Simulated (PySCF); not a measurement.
# C2H9GeNSi: core binding energies at several levels of theory, part 2 of 3

PySCF 2.14.0. Atoms count from 0. Earlier steps stand in the parts before.

## Step 5: Core holes by ΔSCF: PBE, X2C

What the job is given:

```
{"job": {"kind": "xps", "xc": "PBE"}, "charge": 0, "multiplicity": 1}
C      2.051046    -0.044599     0.874656
Ge     0.638987    -0.503176    -0.385958
C     -1.140194    -0.900811     0.376915
Si    -1.774691     0.680068    -0.460170
N     -0.200336     0.970553    -1.144336
H      2.436196    -0.950913     1.366992
H      1.664882     0.642328     1.641185
H      2.886983     0.444553     0.352448
H      1.162677    -1.517385    -1.431926
H     -1.585409    -1.834447     0.003131
H     -1.169378    -0.905393     1.476208
H     -2.879070     0.462283    -1.452334
H     -2.263496     1.730270     0.494918
H      0.165156     1.711153    -1.728542
```

Method: delta-SCF UKS PBE, pcX-2 on the ionised atom, pcseg-1 elsewhere, spin-free X2C.

The log of the run:

```text
ground state, core basis on atom 0 (C), 163 functions
  cycle   1  E = -2519.69994115  |g| = 7.47e-01
  cycle   2  E = -2519.32309358  |g| = 1.40e+00
  cycle   3  E = -2519.82482643  |g| = 2.27e-01
  cycle   4  E = -2519.83677194  |g| = 7.14e-02
  cycle   5  E = -2519.83798006  |g| = 1.91e-02
  cycle   6  E = -2519.83808165  |g| = 7.09e-03
  cycle   7  E = -2519.83809629  |g| = 1.94e-03
  cycle   8  E = -2519.83809717  |g| = 3.57e-04
  E(ground) = -2519.84190976 Eh
hole in C 1s of atom 0
  cycle   1  E = -2508.63335920  |g| = 1.52e+00
  cycle   2  E = -2506.57394424  |g| = 2.35e+00
  cycle   3  E = -2508.98670918  |g| = 6.32e-01
  cycle   4  E = -2509.02802178  |g| = 6.00e-01
  cycle   5  E = -2509.19370836  |g| = 1.50e-01
  cycle   6  E = -2509.20328075  |g| = 6.13e-02
  cycle   7  E = -2509.20523458  |g| = 1.62e-02
  cycle   8  E = -2509.20537343  |g| = 4.95e-03
  cycle   9  E = -2509.20538644  |g| = 9.94e-04
  cycle  10  E = -2509.20538774  |g| = 4.73e-04
  E(ion) = -2509.20927787 Eh   <S^2> = 0.7613   hole on atom = 1.000   binding energy = 289.329 eV
ground state, core basis on atom 2 (C), 163 functions
  cycle   1  E = -2519.83933914  |g| = 7.24e-02
  cycle   2  E = -2519.83917118  |g| = 3.10e-02
  cycle   3  E = -2519.83896121  |g| = 4.15e-02
  cycle   4  E = -2519.83942645  |g| = 3.17e-03
  cycle   5  E = -2519.83943062  |g| = 5.72e-04
  cycle   6  E = -2519.83942924  |g| = 2.31e-04
  E(ground) = -2519.84338949 Eh
hole in C 1s of atom 2
  cycle   1  E = -2508.64397373  |g| = 1.53e+00
  cycle   2  E = -2507.41404163  |g| = 2.16e+00
  cycle   3  E = -2509.15262752  |g| = 4.06e-01
  cycle   4  E = -2509.16787455  |g| = 3.59e-01
  cycle   5  E = -2509.22519439  |g| = 9.85e-02
  cycle   6  E = -2509.22942953  |g| = 2.82e-02
  cycle   7  E = -2509.22984108  |g| = 5.61e-03
  cycle   8  E = -2509.22985924  |g| = 1.49e-03
  cycle   9  E = -2509.22986085  |g| = 3.85e-04
  E(ion) = -2509.23382542 Eh   <S^2> = 0.7619   hole on atom = 1.000   binding energy = 288.701 eV
ground state, core basis on atom 3 (Si), 174 functions
  cycle   1  E = -2519.90880144  |g| = 2.69e-01
  cycle   2  E = -2519.90872890  |g| = 5.49e-02
  cycle   3  E = -2519.90843199  |g| = 5.64e-02
  cycle   4  E = -2519.90906710  |g| = 1.91e-02
  cycle   5  E = -2519.90915351  |g| = 3.86e-03
  cycle   6  E = -2519.90916125  |g| = 1.04e-03
  cycle   7  E = -2519.90915945  |g| = 1.48e-04
  E(ground) = -2519.91323239 Eh
hole in Si 1s of atom 3
  cycle   1  E = -2451.08970051  |g| = 4.42e+00
  cycle   2  E = -2450.75463323  |g| = 2.46e+00
  cycle   3  E = -2451.54706874  |g| = 1.01e+00
  cycle   4  E = -2452.06286074  |g| = 4.75e-01
  cycle   5  E = -2452.13372411  |g| = 3.00e-01
  cycle   6  E = -2452.17681696  |g| = 5.13e-02
  cycle   7  E = -2452.17757183  |g| = 3.06e-02
  cycle   8  E = -2452.17808839  |g| = 4.42e-03
  cycle   9  E = -2452.17809494  |g| = 1.72e-03
  cycle  10  E = -2452.17809809  |g| = 5.34e-04
  cycle  11  E = -2452.17809888  |g| = 9.68e-05
  E(ion) = -2452.18217569 Eh   <S^2> = 0.7514   hole on atom = 1.000   binding energy = 1843.056 eV
hole in Si 2p of atom 3
  cycle   1  E = -2515.67829154  |g| = 1.24e+00
  cycle   2  E = -2515.29624272  |g| = 1.35e+00
  cycle   3  E = -2515.93101579  |g| = 3.67e-01
  cycle   4  E = -2515.99410533  |g| = 1.96e-01
  cycle   5  E = -2516.00790903  |g| = 9.30e-02
  cycle   6  E = -2516.01208293  |g| = 2.59e-02
  cycle   7  E = -2516.01243498  |g| = 4.07e-03
  cycle   8  E = -2516.01244605  |g| = 1.57e-03
  cycle   9  E = -2516.01244614  |g| = 6.36e-04
  cycle  10  E = -2516.01244570  |g| = 1.11e-04
  E(ion) = -2516.01654308 Eh   <S^2> = 0.7518   hole on atom = 1.002   binding energy = 106.034 eV
  2p3/2 = 105.803 eV   2p1/2 = 106.427 eV
ground state, core basis on atom 4 (N), 163 functions
  cycle   1  E = -2519.85177211  |g| = 9.48e-02
  cycle   2  E = -2519.85103358  |g| = 6.52e-02
  cycle   3  E = -2519.85072062  |g| = 7.71e-02
  cycle   4  E = -2519.85201255  |g| = 8.70e-03
  cycle   5  E = -2519.85203835  |g| = 6.89e-04
  cycle   6  E = -2519.85203775  |g| = 3.46e-04
  E(ground) = -2519.85604735 Eh
hole in N 1s of atom 4
  cycle   1  E = -2504.33351010  |g| = 1.89e+00
  cycle   2  E = -2503.18606624  |g| = 2.40e+00
  cycle   3  E = -2504.98218938  |g| = 4.34e-01
  cycle   4  E = -2505.03499926  |g| = 2.12e-01
  cycle   5  E = -2505.05646706  |g| = 7.45e-02
  cycle   6  E = -2505.05929776  |g| = 1.27e-02
  cycle   7  E = -2505.05938236  |g| = 5.20e-03
  cycle   8  E = -2505.05939501  |g| = 1.69e-03
  cycle   9  E = -2505.05939572  |g| = 2.96e-04
  E(ion) = -2505.06342518 Eh   <S^2> = 0.7596   hole on atom = 1.000   binding energy = 402.528 eV
```

Wall time 27 s (1 thread of Arm Neoverse V1, shared host); peak memory 0.63 GiB.

The holes in one table. −ε is the ground-state orbital energy:

| hole | stands for | environment | ΔSCF (eV; 2p as the shell's mean) | −ε (eV) | ⟨S²⟩ |
| --- | --- | --- | --- | --- | --- |
| C1s on C0 | C0 | methyl carbon bonded to Ge | 289.33 | 269.0 | 0.761 |
| C1s on C2 | C2 | sp3 CH2 bonded to Ge and Si | 288.70 | 268.8 | 0.762 |
| Si1s on Si3 | Si3 |  | 1843.06 | 1783.4 | 0.751 |
| Si2p on Si3 | Si3 |  | 106.01 | 93.9 | 0.752 |
| N1s on N4 | N4 | nitrogen bonded to Ge, Si, H, in a 4-membered ring | 402.53 | 379.9 | 0.760 |

With the spin-orbit splitting: Si3 2p3/2 105.80, 2p1/2 106.43 eV. The table gives each 2p level as the mean over the whole 2p shell (two parts 2p3/2, one part 2p1/2), which differs a little from the single hole in the log.

## Step 6: Core-electron binding energies: HF, X2C

The job, as its differences from that of step 5:

```diff
@@ -1,2 +1,2 @@
-{"job": {"kind": "xps", "xc": "PBE"}, "charge": 0, "multiplicity": 1}
+{"job": {"kind": "xps", "xc": "HF"}, "charge": 0, "multiplicity": 1}
 C      2.051046    -0.044599     0.874656
```

Level: delta-SCF UKS HF, pcX-2 on the ionised atom, pcseg-1 elsewhere, spin-free X2C.

The log of the run:

```text
ground state, core basis on atom 0 (C), 163 functions
  cycle   1  E = -2517.21986655  |g| = 3.74e-01
  cycle   2  E = -2517.26842323  |g| = 1.43e-01
  cycle   3  E = -2517.27377970  |g| = 7.22e-02
  cycle   4  E = -2517.27516580  |g| = 5.96e-03
  cycle   5  E = -2517.27518242  |g| = 1.63e-03
  cycle   6  E = -2517.27518385  |g| = 4.28e-04
  E(ground) = -2517.27518385 Eh
hole in C 1s of atom 0
  cycle   1  E = -2506.04924920  |g| = 1.49e+00
  cycle   2  E = -2506.40382082  |g| = 7.90e-01
  cycle   3  E = -2506.61157965  |g| = 1.03e-01
  cycle   4  E = -2506.61621549  |g| = 2.47e-02
  cycle   5  E = -2506.61676099  |g| = 1.60e-02
  cycle   6  E = -2506.61717678  |g| = 8.32e-03
  cycle   7  E = -2506.61734607  |g| = 3.02e-03
  cycle   8  E = -2506.61736376  |g| = 1.17e-03
  cycle   9  E = -2506.61736593  |g| = 2.91e-04
  E(ion) = -2506.61736593 Eh   <S^2> = 0.7870   hole on atom = 1.000   binding energy = 290.014 eV
ground state, core basis on atom 2 (C), 163 functions
  cycle   1  E = -2517.27788569  |g| = 3.21e-02
  cycle   2  E = -2517.27805201  |g| = 6.75e-03
  cycle   3  E = -2517.27806464  |g| = 2.90e-03
  cycle   4  E = -2517.27806723  |g| = 5.15e-04
  cycle   5  E = -2517.27806740  |g| = 1.84e-04
  E(ground) = -2517.27806740 Eh
hole in C 1s of atom 2
  cycle   1  E = -2506.06878760  |g| = 1.50e+00
  cycle   2  E = -2506.39987072  |g| = 8.50e-01
  cycle   3  E = -2506.64540400  |g| = 1.09e-01
  cycle   4  E = -2506.65064127  |g| = 2.44e-02
  cycle   5  E = -2506.65120175  |g| = 1.60e-02
  cycle   6  E = -2506.65160830  |g| = 8.42e-03
  cycle   7  E = -2506.65178964  |g| = 2.75e-03
  cycle   8  E = -2506.65180556  |g| = 1.01e-03
  cycle   9  E = -2506.65180722  |g| = 2.67e-04
  E(ion) = -2506.65180722 Eh   <S^2> = 0.7888   hole on atom = 1.000   binding energy = 289.155 eV
ground state, core basis on atom 3 (Si), 174 functions
  cycle   1  E = -2517.34703504  |g| = 7.53e-02
  cycle   2  E = -2517.34732643  |g| = 9.81e-03
  cycle   3  E = -2517.34734559  |g| = 3.78e-03
  cycle   4  E = -2517.34734950  |g| = 9.01e-04
  cycle   5  E = -2517.34734987  |g| = 2.98e-04
  E(ground) = -2517.34734987 Eh
hole in Si 1s of atom 3
  cycle   1  E = -2448.40744325  |g| = 4.32e+00
  cycle   2  E = -2449.34127461  |g| = 1.02e+00
  cycle   3  E = -2449.45363906  |g| = 1.08e-01
  cycle   4  E = -2449.45775326  |g| = 3.13e-02
  cycle   5  E = -2449.45823823  |g| = 8.77e-03
  cycle   6  E = -2449.45829668  |g| = 3.72e-03
  cycle   7  E = -2449.45831766  |g| = 1.69e-03
  cycle   8  E = -2449.45832518  |g| = 7.85e-04
  cycle   9  E = -2449.45832678  |g| = 3.86e-04
  E(ion) = -2449.45832678 Eh   <S^2> = 0.7545   hole on atom = 1.000   binding energy = 1847.354 eV
hole in Si 2p of atom 3
  cycle   1  E = -2513.12219375  |g| = 1.21e+00
  cycle   2  E = -2513.40301244  |g| = 4.21e-01
  cycle   3  E = -2513.44294710  |g| = 4.07e-02
  cycle   4  E = -2513.44379851  |g| = 1.61e-02
  cycle   5  E = -2513.44399265  |g| = 7.05e-03
  cycle   6  E = -2513.44404812  |g| = 3.63e-03
  cycle   7  E = -2513.44407440  |g| = 1.60e-03
  cycle   8  E = -2513.44408146  |g| = 6.54e-04
  cycle   9  E = -2513.44408248  |g| = 2.78e-04
  E(ion) = -2513.44408248 Eh   <S^2> = 0.7588   hole on atom = 1.002   binding energy = 106.213 eV
  2p3/2 = 106.008 eV   2p1/2 = 106.602 eV
ground state, core basis on atom 4 (N), 163 functions
  cycle   1  E = -2517.29128710  |g| = 3.39e-02
  cycle   2  E = -2517.29143064  |g| = 8.27e-03
  cycle   3  E = -2517.29144354  |g| = 4.70e-03
  cycle   4  E = -2517.29144831  |g| = 5.40e-04
  cycle   5  E = -2517.29144848  |g| = 1.94e-04
  E(ground) = -2517.29144848 Eh
hole in N 1s of atom 4
  cycle   1  E = -2501.76495119  |g| = 1.85e+00
  cycle   2  E = -2502.15738694  |g| = 1.09e+00
  cycle   3  E = -2502.48231064  |g| = 1.13e-01
  cycle   4  E = -2502.48689707  |g| = 2.23e-02
  cycle   5  E = -2502.48742378  |g| = 1.30e-02
  cycle   6  E = -2502.48766553  |g| = 5.76e-03
  cycle   7  E = -2502.48772292  |g| = 1.57e-03
  cycle   8  E = -2502.48772666  |g| = 4.70e-04
  E(ion) = -2502.48772666 Eh   <S^2> = 0.7791   hole on atom = 1.000   binding energy = 402.830 eV
```

It took 37 s on 1 thread of Arm Neoverse V1, shared host; peak memory 0.65 GiB.

Binding energies by hole, beside the orbital energy of the ground state; the difference holds orbital relaxation and, for a density functional, its self-interaction error:

| hole | stands for | environment | ΔSCF (eV; 2p as the shell's mean) | −ε (eV) | ⟨S²⟩ |
| --- | --- | --- | --- | --- | --- |
| C1s on C0 | C0 | methyl carbon bonded to Ge | 290.01 | 305.5 | 0.787 |
| C1s on C2 | C2 | sp3 CH2 bonded to Ge and Si | 289.16 | 305.0 | 0.789 |
| Si1s on Si3 | Si3 |  | 1847.35 | 1875.9 | 0.755 |
| Si2p on Si3 | Si3 |  | 106.21 | 115.0 | 0.759 |
| N1s on N4 | N4 | nitrogen bonded to Ge, Si, H, in a 4-membered ring | 402.83 | 422.5 | 0.779 |

With the spin-orbit splitting: Si3 2p3/2 106.01, 2p1/2 106.60 eV. The table gives each 2p level as the mean over the whole 2p shell (two parts 2p3/2, one part 2p1/2), which differs a little from the single hole in the log.

## Step 7: Core-electron binding energies: SCAN, X2C

The job, as its differences from that of step 6:

```diff
@@ -1,2 +1,2 @@
-{"job": {"kind": "xps", "xc": "HF"}, "charge": 0, "multiplicity": 1}
+{"job": {"kind": "xps", "basis": "pcX-1"}, "charge": 0, "multiplicity": 1}
 C      2.051046    -0.044599     0.874656
```

Method: delta-SCF UKS SCAN, pcX-1 on the ionised atom, pcseg-1 elsewhere, spin-free X2C.

The log of the run:

```text
ground state, core basis on atom 0 (C), 142 functions
  cycle   1  E = -2520.23304131  |g| = 7.02e-01
  cycle   2  E = -2520.01132734  |g| = 1.14e+00
  cycle   3  E = -2520.34588949  |g| = 1.70e-01
  cycle   4  E = -2520.35294110  |g| = 5.39e-02
  cycle   5  E = -2520.35368359  |g| = 1.26e-02
  cycle   6  E = -2520.35372758  |g| = 5.16e-03
  cycle   7  E = -2520.35373555  |g| = 1.73e-03
  cycle   8  E = -2520.35373410  |g| = 4.94e-04
  E(ground) = -2520.52490686 Eh
hole in C 1s of atom 0
  cycle   1  E = -2509.11624283  |g| = 1.50e+00
  cycle   2  E = -2508.33054021  |g| = 1.83e+00
  cycle   3  E = -2509.59827480  |g| = 4.38e-01
  cycle   4  E = -2509.62285505  |g| = 3.66e-01
  cycle   5  E = -2509.68875686  |g| = 7.01e-02
  cycle   6  E = -2509.69067256  |g| = 3.15e-02
  cycle   7  E = -2509.69122546  |g| = 6.33e-03
  cycle   8  E = -2509.69124908  |g| = 2.63e-03
  cycle   9  E = -2509.69125266  |g| = 8.63e-04
  cycle  10  E = -2509.69125391  |g| = 3.95e-04
  E(ion) = -2509.86174535 Eh   <S^2> = 0.7684   hole on atom = 1.000   binding energy = 290.159 eV
ground state, core basis on atom 2 (C), 142 functions
  cycle   1  E = -2520.35302477  |g| = 4.79e-02
  cycle   2  E = -2520.35208786  |g| = 7.33e-02
  cycle   3  E = -2520.35357757  |g| = 5.01e-03
  cycle   4  E = -2520.35357588  |g| = 3.57e-03
  cycle   5  E = -2520.35358620  |g| = 5.38e-04
  cycle   6  E = -2520.35358687  |g| = 9.97e-05
  E(ground) = -2520.52495477 Eh
hole in C 1s of atom 2
  cycle   1  E = -2509.12668266  |g| = 1.51e+00
  cycle   2  E = -2508.32429727  |g| = 1.87e+00
  cycle   3  E = -2509.65411106  |g| = 3.72e-01
  cycle   4  E = -2509.69596979  |g| = 1.99e-01
  cycle   5  E = -2509.71325930  |g| = 7.51e-02
  cycle   6  E = -2509.71574950  |g| = 2.00e-02
  cycle   7  E = -2509.71596646  |g| = 4.50e-03
  cycle   8  E = -2509.71598181  |g| = 1.59e-03
  cycle   9  E = -2509.71598502  |g| = 6.98e-04
  cycle  10  E = -2509.71598582  |g| = 2.08e-04
  E(ion) = -2509.88613508 Eh   <S^2> = 0.7696   hole on atom = 1.000   binding energy = 289.497 eV
ground state, core basis on atom 3 (Si), 154 functions
  cycle   1  E = -2520.45215536  |g| = 1.85e-01
  cycle   2  E = -2520.45169910  |g| = 6.16e-02
  cycle   3  E = -2520.45125768  |g| = 6.85e-02
  cycle   4  E = -2520.45259538  |g| = 7.72e-03
  cycle   5  E = -2520.45260891  |g| = 1.37e-03
  cycle   6  E = -2520.45260746  |g| = 1.69e-04
  E(ground) = -2520.58179513 Eh
hole in Si 1s of atom 3
  cycle   1  E = -2451.52767187  |g| = 4.35e+00
  cycle   2  E = -2451.64948321  |g| = 2.11e+00
  cycle   3  E = -2452.23762224  |g| = 7.56e-01
  cycle   4  E = -2452.53264189  |g| = 3.13e-01
  cycle   5  E = -2452.57125485  |g| = 1.64e-01
  cycle   6  E = -2452.58437515  |g| = 3.49e-02
  cycle   7  E = -2452.58482019  |g| = 1.76e-02
  cycle   8  E = -2452.58499886  |g| = 3.66e-03
  cycle   9  E = -2452.58500336  |g| = 1.53e-03
  cycle  10  E = -2452.58500468  |g| = 3.77e-04
  E(ion) = -2452.72306211 Eh   <S^2> = 0.7522   hole on atom = 1.000   binding energy = 1846.530 eV
hole in Si 2p of atom 3
  cycle   1  E = -2516.18706621  |g| = 1.23e+00
  cycle   2  E = -2516.04792049  |g| = 1.10e+00
  cycle   3  E = -2516.46401255  |g| = 2.82e-01
  cycle   4  E = -2516.50320728  |g| = 1.33e-01
  cycle   5  E = -2516.50996041  |g| = 6.16e-02
  cycle   6  E = -2516.51188291  |g| = 1.37e-02
  cycle   7  E = -2516.51197598  |g| = 4.49e-03
  cycle   8  E = -2516.51198661  |g| = 1.33e-03
  cycle   9  E = -2516.51198646  |g| = 3.89e-04
  E(ion) = -2516.65290863 Eh   <S^2> = 0.7517   hole on atom = 1.003   binding energy = 106.910 eV
  2p3/2 = 106.724 eV   2p1/2 = 107.346 eV
ground state, core basis on atom 4 (N), 142 functions
  cycle   1  E = -2520.35550402  |g| = 5.04e-02
  cycle   2  E = -2520.35465140  |g| = 7.87e-02
  cycle   3  E = -2520.35601538  |g| = 1.49e-02
  cycle   4  E = -2520.35606630  |g| = 4.07e-03
  cycle   5  E = -2520.35607157  |g| = 7.22e-04
  cycle   6  E = -2520.35607129  |g| = 2.41e-04
  E(ground) = -2520.52521551 Eh
hole in N 1s of atom 4
  cycle   1  E = -2504.80654484  |g| = 1.87e+00
  cycle   2  E = -2504.03033572  |g| = 2.13e+00
  cycle   3  E = -2505.46413650  |g| = 4.18e-01
  cycle   4  E = -2505.51884023  |g| = 1.44e-01
  cycle   5  E = -2505.52893690  |g| = 5.48e-02
  cycle   6  E = -2505.53058463  |g| = 1.10e-02
  cycle   7  E = -2505.53064759  |g| = 4.49e-03
  cycle   8  E = -2505.53065758  |g| = 1.68e-03
  cycle   9  E = -2505.53065915  |g| = 7.63e-04
  cycle  10  E = -2505.53065714  |g| = 1.44e-04
  E(ion) = -2505.69908448 Eh   <S^2> = 0.7668   hole on atom = 1.000   binding energy = 403.440 eV
```

Wall time 36 s (1 thread of Arm Neoverse V1, shared host); peak memory 0.53 GiB.

The holes in one table. −ε is the ground-state orbital energy:

| hole | stands for | environment | ΔSCF (eV; 2p as the shell's mean) | −ε (eV) | ⟨S²⟩ |
| --- | --- | --- | --- | --- | --- |
| C1s on C0 | C0 | methyl carbon bonded to Ge | 290.16 | 273.4 | 0.768 |
| C1s on C2 | C2 | sp3 CH2 bonded to Ge and Si | 289.50 | 273.1 | 0.770 |
| Si1s on Si3 | Si3 |  | 1846.53 | 1793.4 | 0.752 |
| Si2p on Si3 | Si3 |  | 106.93 | 96.2 | 0.752 |
| N1s on N4 | N4 | nitrogen bonded to Ge, Si, H, in a 4-membered ring | 403.44 | 385.0 | 0.767 |

With the spin-orbit splitting: Si3 2p3/2 106.72, 2p1/2 107.35 eV. The table gives each 2p level as the mean over the whole 2p shell (two parts 2p3/2, one part 2p1/2), which differs a little from the single hole in the log.

(Continued in part 3 of 3.)
